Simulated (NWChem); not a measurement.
# AlHBr (SMILES [AlH][Br]): UB3LYP/aug-cc-pVDZ

What is the vertical ionisation energy of AlHBr at UB3LYP/aug-cc-pVDZ? 

Program for the calculation: NWChem 7.3.0.

## Step 1: The system as given

AlHBr: 3 atoms, total charge 0, spin state doublet. SMILES: `[AlH][Br]`. The shape is that of a PBE0-D4/def2-TZVP optimisation.

Bond lengths: Al1–Br2 2.275 Å, Al1–H3 1.602 Å. Angles: Br2–Al1–H3 115.7°.

## Step 2: The energy at UB3LYP/aug-cc-pVDZ

Contents of albrh.nw:

```
start albrh
memory total 2200 mb

geometry units angstroms noautosym nocenter noautoz
  Al   -0.296700   -0.628000   -0.239100
  Br    1.584500    0.008600    0.871100
  H    -1.298900    0.554600   -0.645300
end

basis "ao basis" spherical bse
  Al library aug-cc-pVDZ
  Br library aug-cc-pVDZ
  H library aug-cc-pVDZ
end

dft
  xc b3lyp
  mult 2
  grid coarse
  convergence energy 1e-08
  maxiter 100
  mulliken
  print low
end

task dft energy
```

Run with:

```console
$ nwchem albrh.nw > albrh.out
```

The program printed, cut to the lines that bear on the results:

```text
[...]
 d= 0,ls=0.0,diis     1  -2817.1894408427 -2.93D+03  9.49D-03  6.13D-02    11.4
[...]
 d= 0,ls=0.0,diis    10  -2817.2233285664 -7.63D-09  6.02D-07  5.21D-10    56.9
[...]
         Total DFT energy =    -2817.223328566372
      One electron energy =    -4150.121308113738
           Coulomb energy =     1327.530720622872
    Exchange-Corr. energy =     -110.356868203152
 Nuclear repulsion energy =      115.724127127645
[...]
      Total Density - Mulliken Population Analysis
     ---------------------------------------------
    Atom       Charge   Shell Charges
 -----------   ------   -------------------------------------------------------
    1 Al  13    12.87   2.00  2.03  0.87  0.48  0.02  6.02  0.85  0.40  0.01  0.19  0.02
    2 Br  35    35.25   2.00  2.00  2.03  1.09  0.81  0.05  6.00  6.01  2.71  2.44  0.09  9.95  0.07  0.01
    3 H    1     0.88   0.71  0.21 -0.05  0.01  0.00
[...]
      <S2> =      0.7530 (Exact =     0.7500)
[...]
```

Run time: 58 s. Hardware: 1 thread of Intel Xeon Platinum 8488C (Sapphire Rapids), shared host; peak memory 0.11 GiB.

## Step 3: The singlet cation

Contents of mol.nw:

```
start mol
memory total 2200 mb
charge 1

geometry units angstrom noautosym nocenter noautoz
  Al    -0.296700    -0.628000    -0.239100
  Br     1.584500     0.008600     0.871100
  H     -1.298900     0.554600    -0.645300
end

basis spherical bse
  * library aug-cc-pVDZ
end

dft
  xc b3lyp
  mult 1
  grid coarse
  convergence energy 1e-08
  iterations 100
  mulliken
  print low
end

task dft
```

Run with:

```console
$ nwchem mol.nw > mol.out
```

The program printed, cut to the lines that bear on the results:

```text
[...]
 d= 0,ls=0.0,diis     1  -2816.5569362857 -2.93D+03  4.18D-02  3.42D+00    12.1
[...]
 d= 0,ls=0.0,diis    11  -2816.9188803390 -3.92D-09  5.96D-07  1.34D-09    61.0
         Total DFT energy =    -2816.918880338986
      One electron energy =    -4138.285787720602
           Coulomb energy =     1315.708422722723
    Exchange-Corr. energy =     -110.065642468752
 Nuclear repulsion energy =      115.724127127645
[...]
      Total Density - Mulliken Population Analysis
     ---------------------------------------------
    Atom       Charge   Shell Charges
 -----------   ------   -------------------------------------------------------
    1 Al  13    12.33   2.00  2.03  0.89  0.29  0.02  6.02  0.72  0.19  0.00  0.16  0.01
    2 Br  35    34.93   2.00  2.00  2.03  1.12  0.79  0.02  6.00  6.01  2.66  2.25  0.02  9.95  0.07  0.01
    3 H    1     0.74   0.64  0.15 -0.06  0.01 -0.00
[...]
```

Run time: 62 s. Hardware: 1 thread of Intel Xeon Platinum 8488C (Sapphire Rapids), shared host; peak memory 0.11 GiB.

## Step 4: Summary of results

Level: UB3LYP/aug-cc-pVDZ.

```
                                          quantity           value
                       doublet AlHBr: total energy  -2817.22333 Eh
                               doublet AlHBr: ⟨S²⟩           0.753
                      singlet cation: total energy  -2816.91888 Eh
vertical ionisation energy (to the singlet cation)        8.284 eV
```

In words: Removing an electron at fixed nuclei costs 8.28 eV (191 kcal/mol). Only the singlet of the ionised species was computed; a triplet could lie lower. Mulliken charges (doublet AlHBr) run from -0.25 on Br2 to +0.13 on Al1; in a basis this large or diffuse they mean little. Mulliken charges (singlet cation) run from +0.07 on Br2 to +0.67 on Al1; in a basis this large or diffuse they mean little.
